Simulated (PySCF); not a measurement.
# Hf(OH)2: structure of the singlet

The task is one start of a wider search on Hf(OH)2: the singlet, from a bent start. It is relaxed, tested by its Hessian and followed downhill if it is a saddle.

The runs use PySCF 2.14.0; PBE0, basis Hf def2-TZVP with ECP60, O def2-TZVP, H def2-TZVP, scalar-relativistic core potentials, no spin–orbit coupling, density fitting.

**1. The system as given**

5 atoms, charge 0, spin multiplicity 1.

Bond lengths: Hf1–O2 2.150 Å, Hf1–O3 2.150 Å, O2–H4 0.960 Å, O3–H5 0.960 Å. Angles: O2–Hf1–O3 110.0°, Hf1–O2–H4 130.0°, Hf1–O3–H5 130.0°.

```xyz
5
charge 0 multiplicity 1
Hf    0.0000    0.0000    0.0000
O     1.7612    0.0000    1.2332
O    -1.7612    0.0000    1.2332
H     2.2667   -0.7354    1.5871
H    -2.2667    0.7354    1.5871
```

**2. First SCF at the start**

One driver script runs all steps and calls PySCF; scf.py shows how it sets up the SCF of each step. The optimiser is the driver's own. After this first run the driver tries any further starts and a stability analysis.

The input, scf.py:

```python
from pyscf import gto, scf, dft
mol = gto.M(atom='''
Hf     0.000000     0.000000     0.000000
O      1.761200     0.000000     1.233200
O     -1.761200     0.000000     1.233200
H      2.266700    -0.735400     1.587100
H     -2.266700     0.735400     1.587100''',
    basis={'Hf': 'def2-TZVP', 'O': 'def2-TZVP', 'H': 'def2-TZVP'},
    ecp={'Hf': 'def2-TZVP'},
    charge=0, spin=0)
mf = dft.RKS(mol, xc='PBE0')
mf.grids.atom_grid = (50, 194)
aux = {'Hf': 'def2-universal-JKFIT', 'O': 'def2-universal-JKFIT', 'H': 'def2-universal-JKFIT'}
mf = mf.density_fit(auxbasis=aux)
mf.conv_tol = 1e-08
mf.diis_space = 10
mf.max_cycle = 60
mf.init_guess = 'minao'
mf.verbose = 4
mf.kernel()
```

On the command line:

```sh
OMP_NUM_THREADS=4 python axn.py task.json out
```

Further steps of the session: Relaxation: bent start, singlet; Is it a minimum? Harmonic modes; A spin-polarised start; Is it a minimum? Harmonic modes.

Q: Predict the outcome of this session. Wanted: minimum; geometry; wavenumbers; dipole moment; highest occupied, lowest empty level; polar-tensor charge of Hf1; zero-point energy; atomisation energy; ⟨S²⟩.

As calculated:

| quantity | value |
| --- | --- |
| minimum | broken-symmetry (Ms = 0), C2v |
| geometry | Hf–O 1.909 Å (×2), O–H 0.953 Å (×2); H–O–Hf 157.3° (×2), O–Hf–O 142.7° |
| wavenumbers (cm⁻¹) | 80, 370, 392, 415, 428, 678, 704, 4001, 4002 |
| dipole moment | 2.02 D |
| highest occupied, lowest empty level (either spin) | -4.91, -1.48 eV |
| polar-tensor charge of Hf1 | +0.74 e |
| zero-point energy | 66.2 kJ/mol |
| entropy at 298.15 K | 304.2 J/(mol K) |
| atomisation energy (no zero-point energy) | 1948 kJ/mol |
| ⟨S²⟩ | 0.321 |

**Reading.** From C2 at the start the molecule goes to a C2v minimum. The determinant is spin-contaminated (⟨S²⟩ = 0.32 against 0.00), so it is no pure spin state. In the infrared the band at 4001 cm⁻¹ leads. Only this shape and spin were tried, so other structures or states may lie lower. The SCF density has lower symmetry than the nuclear frame. Spin–orbit coupling, left out here, can matter for elements this heavy.
